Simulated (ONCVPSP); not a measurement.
# Pseudopotential generation for Zn: ONCV, PBEsol

Aim: build the potential from the settings below, then test how well it stands in for the atom: other configurations, scattering, ghost states and the plane-wave cutoff that it needs.

The numbers are computed with ONCVPSP 4.0.1.1 (patched build) (PBEsol, scalar-relativistic, spin-unpolarised reference atom).

**1. The atom and the settings**

Typed settings, in words:

```json
{
  "element": "zinc (Zn, Z = 30)",
  "type": "optimised norm-conserving Vanderbilt (ONCV)",
  "frozen core": "[Ne]",
  "valence charge": "20",
  "reference configuration": "3s2 3p6 3d10 4s2",
  "partial waves": "3s+4s: rc 1.10 bohr, ncon 4, nbas 9, qcut 11.4 1/bohr, 2 projectors; 3p: rc 0.70 bohr, ncon 4, nbas 7, qcut 12.5 1/bohr, 1 projector; 3d: rc 1.05 bohr, ncon 4, nbas 9, qcut 17.7 1/bohr, 2 projectors, debl 0.8 Ha",
  "local potential": "polynomial inside 0.45 bohr (lpopt 5, dvloc0 0 Ha)",
  "core correction": "not asked for"
}
```

An earlier all-electron run gives the scale for the radii.

All-electron outer shells of the reference configuration (PBEsol, scalar-relativistic, ld1.x):

```
shell  level (eV)  outermost node (bohr)  outermost maximum (bohr)
   2p    -1003.46                      –                      0.15
   3s     -128.92                   0.28                      0.59
   3p      -83.26                   0.25                      0.59
   3d      -10.17                      –                      0.56
   4s       -6.00                   0.85                      2.09
   4p       -1.07                   0.92                      3.04
```

**2. Generating the potential**

The input, Zn.dat:

```
# ATOM AND REFERENCE CONFIGURATION
# atsym  z   nc   nv     iexc    psfile
  Zn 30.00    3    4  -116133      upf
#
#   n    l    f
    1    0    2.00
    2    0    2.00
    2    1    6.00
    3    0    2.00
    3    1    6.00
    3    2   10.00
    4    0    2.00
#
# PSEUDOPOTENTIAL AND OPTIMIZATION
# lmax
    2
#
#   l,   rc,      ep,       ncon, nbas, qcut
    0    1.10    0.00    4    9   11.40
    1    0.70    0.00    4    7   12.50
    2    1.05    0.00    4    9   17.70
#
# LOCAL POTENTIAL
# lloc, lpopt,  rc(5),   dvloc0
    4    5    0.45    0.00
#
# VANDERBILT-KLEINMAN-BYLANDER PROJECTORs
# l, nproj, debl
    0    2    1.20
    1    1    3.00
    2    2    0.80
#
# MODEL CORE CHARGE
# icmod, fcfact, rcfact
    0    0.00    0.00
#
# LOG DERIVATIVE ANALYSIS
# epsh1, epsh2, depsh
   -6.00    5.00    0.04
#
# OUTPUT GRID
# rlmax, drl
    6.00    0.01
#
# TEST CONFIGURATIONS
# ncnf
    4
# nvcnf
#   n    l    f
    4
    3    0    2.00
    3    1    6.00
    3    2   10.00
    4    0    1.00
#
    4
    3    0    2.00
    3    1    6.00
    3    2   10.00
    4    0    0.00
#
    4
    3    0    2.00
    3    1    6.00
    3    2    9.00
    4    0    0.00
#
    4
    3    0    2.00
    3    1    6.00
    3    2    9.00
    4    0    2.00
#
```

Started as:

```
$ oncvpsp.x < Zn.dat > Zn.out
```

**Question.** What will these runs give? Wanted: cutoffs for 1 and 0.1 mHa per electron, occupied waves; bound ghosts; GHOST(+) flags; largest test error; largest phase difference near zero energy, channels read.

**Answer**, as computed:

| quantity | value |
| --- | --- |
| cutoffs for 1 and 0.1 mHa per electron, occupied waves | 107 Ha and 271 Ha |
| bound ghosts | none found |
| GHOST(+) flags | s at 241 eV |
| largest test error (AE − PS) | -6.9 meV, for 3s2 3p6 3d9 4s0 |
| largest phase difference near zero energy, channels read | 0.004 rad |

What this shows: The worst unpolarised test, 3s2 3p6 3d9 4s0, is off by 6.9 meV on 68.8 eV; by total energies transferability rates as good. By its cutoff, 107 Ha for the looser tolerance, it is very hard. The tighter tolerance needs 271 Ha, and converged work needs a cutoff nearer that. At the looser tolerance the 3d wave is the slowest; 3p needs 88 Ha. No bound ghost shows below the valence levels. Near zero energy the phases of the channels with partial waves agree within 0.004 rad. The program also flags highly localised states, GHOST(+) (s). All of this concerns the isolated atom, not yet a solid.
